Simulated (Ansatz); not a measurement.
SrNbO3, space group Pm-3m, a convergence test of the plane-wave cutoff

Computed with Ansatz 0.2.0 through its Python package.

The script reads `srnbo3.cif`:
```cif
data_SrNbO3
_cell_length_a 4.069690
_cell_length_b 4.069690
_cell_length_c 4.069690
_cell_angle_alpha 90.00000
_cell_angle_beta 90.00000
_cell_angle_gamma 90.00000
_symmetry_space_group_name_H-M 'P 1'
_symmetry_Int_Tables_number 1
loop_
_symmetry_equiv_pos_as_xyz
'x, y, z'
loop_
_atom_site_label
_atom_site_type_symbol
_atom_site_fract_x
_atom_site_fract_y
_atom_site_fract_z
Sr1 Sr    0.500000    0.500000    0.500000
Nb2 Nb    0.000000    0.000000    0.000000
O3 O    0.000000    0.500000    0.000000
O4 O    0.000000    0.000000    0.500000
O5 O    0.500000    0.000000    0.000000
```

Notebook, run cell by cell (the value of a cell's last expression is shown):

```python
import csv

import ansatz as az
from ase.io import read
```

```python
atoms = read("srnbo3.cif")
cell = az.Crystal.from_ase(atoms)
```

```python
len(cell.resolved().sites)
```

    5

```python
model = (
    cell.calculation()
    .functional(az.Functional.LDA)
    .kpoints(5, 5, 5)
    .occupations("Fermi-Dirac", width=0.1)
)
```

```python
rows = []
for value in [300, 350, 400, 450]:
    r = model.basis(value).run().report
    rows.append((value, r["free_energy_ev"] / len(r["lattice"]["sites"]), r["n_iterations"], r["n_pw"]))
```

    DeckWarning: basis.ecutwfc = 300 eV is below the records' recommended 420 eV, and the density's cutoff is lower with it unless basis.ecutrho_ratio is high enough to keep the records' density cutoff: compare with a run at a higher cutoff
    DeckWarning: basis.ecutwfc = 350 eV is below the records' recommended 420 eV, and the density's cutoff is lower with it unless basis.ecutrho_ratio is high enough to keep the records' density cutoff: compare with a run at a higher cutoff
    DeckWarning: basis.ecutwfc = 400 eV is below the records' recommended 420 eV, and the density's cutoff is lower with it unless basis.ecutrho_ratio is high enough to keep the records' density cutoff: compare with a run at a higher cutoff

```python
with open("ecut.csv", "w", newline="") as handle:
    writer = csv.writer(handle)
    writer.writerow(["cutoff (eV)", "F/atom (eV)", "iterations", "plane waves"])
    writer.writerows([round(v, 5) if isinstance(v, float) else v for v in row] for row in rows)

for row in rows[:-1]:
    shift = 1000 * (row[1] - rows[-1][1])
    print(f"{row[0]}: {shift:+.2f} meV/atom" + ("  (within 2 meV)" if abs(shift) < 2 else ""))
```

    300: +321.16 meV/atom
    350: +67.51 meV/atom
    400: +9.72 meV/atom

It writes `ecut.csv`:
```csv
cutoff (eV),F/atom (eV),iterations,plane waves
300,-1911.65608,7,799
350,-1911.90973,7,1021
400,-1911.96752,7,1237
450,-1911.97724,7,1419
```

Reading the output:
- The cell holds an odd number of electrons and is run without spin, so a magnetic state may lie lower.
- For a metal this k-point mesh is coarse: on a finer one energies can move by several to tens of meV an atom and pressures by half a GPa or more, differences at one mesh by less.
- The structure comes from a database of computed cells and needn't be a stable or known phase.
- Warnings are shown shortened and without file and line.
- Shifts are counted from the last row, which is itself no proven limit.
- Wall time of the script: 5.1 s on 1 thread of Arm Neoverse V1 (shared host), peak memory 0.42 GiB.
